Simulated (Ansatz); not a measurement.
# TiF5−: basis-set convergence

An exercise on one series of results from a longer session: the logs are not shown, and one member is left open.

The runs use Ansatz 0.2.0, Gaussian basis; one geometry, several basis sets.

Levels to be run: PBE0-D4/def2-SVPD; ωB97M-V/def2-SVPD; PBE0-D4/def2-QZVPPD; ωB97M-V/def2-QZVPPD; the functionals' def2-TZVPPD values are taken from earlier runs.

## The relaxed structure

All runs share one geometry, relaxed beforehand with PBE0-D4 in a triple-zeta def2 set.

SMILES `[F][Ti-]([F])([F])([F])[F]`, 6 atoms, charge -1, spin multiplicity 1.

Atoms are counted from 1 here; the program's logs count them from 0.

Bond lengths: F1–Ti2 1.840 Å, Ti2–F3 1.800 Å, Ti2–F4 1.800 Å, Ti2–F5 1.840 Å, Ti2–F6 1.800 Å. Angles: F1–Ti2–F3 90.0°, F1–Ti2–F4 90.0°, F1–Ti2–F5 180.0°, F1–Ti2–F6 90.0°, F3–Ti2–F4 120.0°, F3–Ti2–F5 90.0°, F3–Ti2–F6 120.0°, F4–Ti2–F5 90.0°, F4–Ti2–F6 120.0°, F5–Ti2–F6 90.0°.

As a file:

```xyz
6
charge -1, multiplicity 1
F    -0.96639   -1.23922    0.95737
Ti   -0.00001    0.00001    0.00000
F     1.52779   -0.82316    0.47729
F    -0.85702   -0.49344   -1.50382
F     0.96692    1.23872   -0.95749
F    -0.67127    1.31709    1.02665
```

Set-up of the first run:

Input file in.yaml:

```yaml
crystal:
  periodic: [false, false, false]
  atoms:
    - {symbol: F, position_ang: [-0.966391, -1.239223, 0.957375]}
    - {symbol: Ti, position_ang: [-0.000011, 0.000007, 0.000002]}
    - {symbol: F, position_ang: [1.527786, -0.823163, 0.477286]}
    - {symbol: F, position_ang: [-0.857022, -0.493440, -1.503822]}
    - {symbol: F, position_ang: [0.966916, 1.238719, -0.957494]}
    - {symbol: F, position_ang: [-0.671267, 1.317090, 1.026652]}
basis:
  gaussian: {orbitals: def2-SVPD}
total_charge: -1
hamiltonian: {xc: pbe0, dispersion: d4}
output: {orbitals: {seedname: orbitals}}
```

Among the steps run: PBE0-D4 in def2-SVPD; ωB97M-V in def2-SVPD; PBE0-D4 in def2-QZVPPD; ωB97M-V in def2-QZVPPD.

One table of the session follows, with a row left open; its other results are not shown here.

It belongs to the step «Functionals by basis». 

| functional | basis | HOMO (eV) | LUMO (eV) |
| --- | --- | --- | --- |
| PBE0-D4 | def2-SVPD | -5.68 | 2.43 |
| PBE0-D4 | def2-TZVPPD | -5.56 | 2.73 |
| PBE0-D4 | def2-QZVPPD | -5.56 | 2.75 |
| ωB97M-V | def2-SVPD | ? | ? |
| ωB97M-V | def2-TZVPPD | -8.12 | 3.94 |
| ωB97M-V | def2-QZVPPD | -8.12 | 3.82 |

Estimate the missing values for ωB97M-V, def2-SVPD.

As computed: HOMO (eV): -8.28; LUMO (eV): 4.32. In the column «HOMO (eV)» it is the lowest.
